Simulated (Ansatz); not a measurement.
**GaH₂F + H₂S: a complex and its separated parts**

The complex below is one end of an elementary step. How strongly is it bound against its free parts?

Computed with Ansatz 0.2.0, Gaussian basis. Level: PBE0-D4/def2-TZVP structures, single points in def2-TZVPP, no counterpoise correction.

Levels: SPW92, PBE-D4, BLYP-D4, r2SCAN-D4, B97M-V, PBE0-D4, B3LYP-D4, r2SCAN0-D4, BHLYP-D4, CAM-B3LYP-D4, wB97X-V, wB97M-V, B2PLYP, PBE-QIDH, RPA on PBE, Hartree-Fock, MP2, CCSD, CCSD(T).

Cores are frozen in the correlated methods. Filled d shells of the heavier atoms are correlated. B3LYP uses VWN-RPA correlation. B2PLYP carries no dispersion term here.

## 1. The starting structure

The complex: 7 atoms, charge 0, spin multiplicity 1.

Atoms are counted from 1 here; the program's logs count them from 0.

Bond lengths: Ga1–F2 1.788 Å, Ga1–H3 1.563 Å, Ga1–H4 1.563 Å, Ga1–S6 2.603 Å, H5–S6 1.344 Å, S6–H7 1.344 Å. Angles: F2–Ga1–H3 113.4°, F2–Ga1–H4 113.5°, F2–Ga1–S6 89.6°, H3–Ga1–H4 129.1°, H3–Ga1–S6 99.5°, H4–Ga1–S6 99.5°, Ga1–S6–H5 90.6°, Ga1–S6–H7 90.9°, H5–S6–H7 92.2°.

Geometry (Å):

```xyz
7

Ga   -0.94028   -0.57002   -0.09640
F     0.28700   -1.62215    0.66689
H    -1.13649   -0.84912   -1.62186
H    -1.93744    0.06589    0.92575
H     1.74188    0.48461   -0.68478
S     0.81468    1.34762   -0.23477
H     1.17065    1.14318    1.04517
```

Its parts: GaH₂F holds atoms 1, 2, 3, 4; H₂S holds atoms 5, 6, 7. Each part counts its atoms afresh in its own runs.

## 2. Relaxing GaH₂F alone

File relax-a/in.yaml:

```yaml
crystal:
  periodic: [false, false, false]
  atoms:
    - {symbol: Ga, position_ang: [-0.940279, -0.570017, -0.096400]}
    - {symbol: F, position_ang: [0.286997, -1.622153, 0.666888]}
    - {symbol: H, position_ang: [-1.136489, -0.849122, -1.621865]}
    - {symbol: H, position_ang: [-1.937439, 0.065886, 0.925754]}
basis:
  gaussian: {orbitals: def2-TZVP}
hamiltonian: {xc: pbe0, dispersion: d4}
relax: {f_tol: 0.005, max_steps: 200}
```

No record of the launch command was kept for these runs.

The runs that follow: Relaxing H₂S alone; wB97M-V/def2-TZVPP; CCSD(T)/def2-TZVPP; Vibrations of GaH₂F; Vibrations of H₂S.

**Question.** What will these runs give? Wanted: complex less parts, CCSD(T)/def2-TZVPP; with zero-point energy; largest T1 diagnostic.

As calculated:

| quantity | value |
| --- | --- |
| complex less parts, CCSD(T)/def2-TZVPP | -51.5 kJ/mol |
| with zero-point energy | -42.6 kJ/mol |
| largest T1 diagnostic | 0.014 |

In words: At CCSD(T) the complex lies 51.5 kJ/mol below its parts. CAM-B3LYP-D4 is the best functional here (-0.1 kJ/mol from CCSD(T)); SPW92 is the worst (-25.1 kJ/mol). By rung, the mean size of the error is: LDA 25.1, GGA 4.1, meta-GGA 4.4, hybrid 4.1, range-separated hybrid 0.6, double hybrid 4.8 kJ/mol. PBE-D4 gives a relative energy 5.4 kJ/mol too low, outside chemical accuracy (1 kcal/mol, 4.2 kJ/mol). No counterpoise was applied, and triple zeta lacks some correlation, so the CCSD(T) reference has a basis error of its own, and close matches with it are partly luck.
